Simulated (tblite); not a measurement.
# C9H15ClSi2: the cost of one run

Computed with tblite 0.8.0 and PySCF 2.14.0, with density-fitted response routines of our own, on a single molecule in the gas phase. Atoms count from 0, in the outputs and in this text.

## Step 1: Starting geometry

27 atoms, charge 0, multiplicity 1; geometry from: force field or distance geometry start.

Bonds of the start (Å): C0–C1 1.49, C1–C2 1.19, C2–C3 1.49, C3–C4 1.49, C4–Si5 1.88, Si5–C6 1.87, C6–C7 1.51, C7–Si8 1.85, Si8–C9 1.87, C9–Cl10 1.80, C9–C11 1.52, Si8–C3 1.89, C11–Si5 1.87, C0–H12 1.09, C0–H13 1.11, C0–H14 1.10, C3–H15 1.07, C4–H16 1.13, C4–H17 1.10, Si5–H18 1.46, C6–H19 1.10, C6–H20 1.11, C7–H21 1.11, C7–H22 1.12, Si8–H23 1.48, C9–H24 1.08, C11–H25 1.12, C11–H26 1.11.

## Step 2: Relaxing the molecule with GFN2-xTB

What the job is given:

```
{"job": {"kind": "relax", "xc": "GFN2-xTB", "basis": "xTB"}, "charge": 0, "multiplicity": 1}
C      4.149900     0.087100     1.696900
C      2.979000     0.152700     0.773100
C      2.040300     0.173700     0.045800
C      0.869300     0.197700    -0.880200
C      0.179900     1.504200    -0.722200
Si    -1.633200     1.165700    -0.376400
C     -1.850800     0.385700     1.312400
C     -1.035900    -0.886800     1.307200
Si    -0.270900    -1.217400    -0.348900
C     -1.565800    -1.307000    -1.698400
Cl    -0.636700    -1.214400    -3.241100
C     -2.358800    -0.018200    -1.623000
H      4.427500     1.118300     1.923200
H      3.875300    -0.525300     2.580800
H      4.997000    -0.442700     1.234800
H      1.138000    -0.014900    -1.899000
H      0.191500     2.007600    -1.731400
H      0.622400     2.200400    -0.000800
H     -2.457800     2.365200    -0.401500
H     -1.425400     1.093200     2.039900
H     -2.908100     0.116100     1.487700
H     -1.714000    -1.730800     1.559100
H     -0.276000    -0.767700     2.116600
H      0.591600    -2.420200    -0.325800
H     -2.171200    -2.203200    -1.680500
H     -3.396600    -0.287600    -1.302000
H     -2.380200     0.494900    -2.604900
```

Run with:

```console
OMP_NUM_THREADS=2 python probes_run.py task.json out
```

One launch serves the whole session: the jobs run in the order shown.

Q: Estimate the wall time and peak memory of this first job on 2 threads of Intel Xeon Platinum 8488C, shared host.

About 3.7 s, with a peak of 0.18 GiB.
